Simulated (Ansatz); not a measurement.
# SiGeNH (singlet): the correlation ladder at a displaced geometry (v1), cc-pVDZ

One table from this session's results is given with a row withheld; the runs are named, their logs left out.

Program: Ansatz 0.2.0, Gaussian basis. Level of theory: cc-pVDZ, core rule «outside noble gas», up to 20 orbitals frozen. These are calculated values, not measurements.

The runs, in order: UHF; CCSD(T) on RHF; CCSD(T) on UHF; BCCD(T) on RHF; CISD; CCSDT(Q) on RHF; CCSDT(Q) on UHF; CASSCF and MRCISD+Q, 8 electrons in 8 orbitals; CASSCF and NEVPT2, 8 electrons in 8 orbitals.

19 further runs of the same task are left out: 11 that didn't finish, 8 set aside as unsound or not needed.

## What is computed

The geometry is a PBE0/def2-TZVP stationary point (not a proven minimum) with its atoms shifted at random (size 0.040 Å). No spin-orbit coupling is included. The filled d shell of Ge may be among the frozen orbitals whatever the setting's name suggests; the logs give the count.

4 atoms, charge 0, spin multiplicity 1.

Atoms are counted from 1 here; the program's logs count them from 0.

Bond lengths: Ge1–Si2 2.433 Å, Ge1–H4 1.575 Å, Si2–N3 1.613 Å. Angles: Si2–Ge1–H4 85.4°, Ge1–Si2–N3 173.6°.

As a file:

```xyz
4
GeHNSi
Ge    0.00234   -0.42572    1.63028
Si    0.00150   -0.31151   -0.79986
N     0.04947   -0.41012   -2.40875
H    -0.05331    1.14735    1.57833
```

The first run:

in.yaml

```yaml
crystal:
  periodic: [false, false, false]
  atoms:
    - {symbol: Ge, position_ang: [0.002337, -0.425716, 1.630277]}
    - {symbol: Si, position_ang: [0.001504, -0.311510, -0.799863]}
    - {symbol: N, position_ang: [0.049468, -0.410120, -2.408748]}
    - {symbol: H, position_ang: [-0.053309, 1.147345, 1.578334]}
basis:
  gaussian: {orbitals: cc-pVDZ}
magnetization: {spin_polarized: true, initial_magnetization: 0}
hamiltonian: {xc: hf}
output: {orbitals: {seedname: orbitals}}
```

On the command line:

```bash
$ ansatz run in.yaml --threads 1 --pin off --events-out ev --progress --plain --max-ram 2393MiB
```

Among the steps run: UHF; CCSD(T) on RHF; CCSD(T) on UHF; BCCD(T) on RHF; CISD; CCSDT(Q) on RHF; CCSDT(Q) on UHF; CASSCF and MRCISD+Q, 8 electrons in 8 orbitals; CASSCF and NEVPT2, 8 electrons in 8 orbitals.

One of the session's tables, all rows but one given; the rest of the session is left out.

It belongs to the step «Misses and costs». 

```
   method  from RCCSDT(Q) (meV)
      RHF              +11245.1
      UHF              +10106.6
     RMP2               +1253.6
     UMP2               +2841.2
     CISD               +2348.5
    RCCSD                +869.1
    UCCSD                +896.7
 RCCSD(T)                +154.6
 UCCSD(T)                     ?
  BCCD(T)                +146.2
   RCCSDT                +146.7
   UCCSDT                +156.0
RCCSDT(Q)                     0
UCCSDT(Q)                   0.0
```

**Question.** Estimate the row for UCCSD(T).

The run gave: from RCCSDT(Q) (meV): +336.4. In the column «from RCCSDT(Q) (meV)» it lies between UCCSDT (+156.0) and RCCSD (+869.1).

Left out of the table: CASSCF frontier, NEVPT2 frontier, MRCISD frontier, MRCISD+Q frontier (the active space lost an orbital or holds another state than full CI finds).

To keep in mind: The determinant is far from a pure spin state, so its energy mixes those of several spin states (harmless only where they are near-degenerate, as at dissociation). The program flags BCCD(T) as in doubt, so those rows may rest on another solution; read them beside their warnings. Warnings: restricted reference is unstable; spin contamination; large T1 diagnostic. Restricted and unrestricted rows rest on different reference determinants; where their highest levels disagree by more than a few hundredths of an eV, they describe different states and don't form one ladder. Warnings in the runs' records: passed over end.
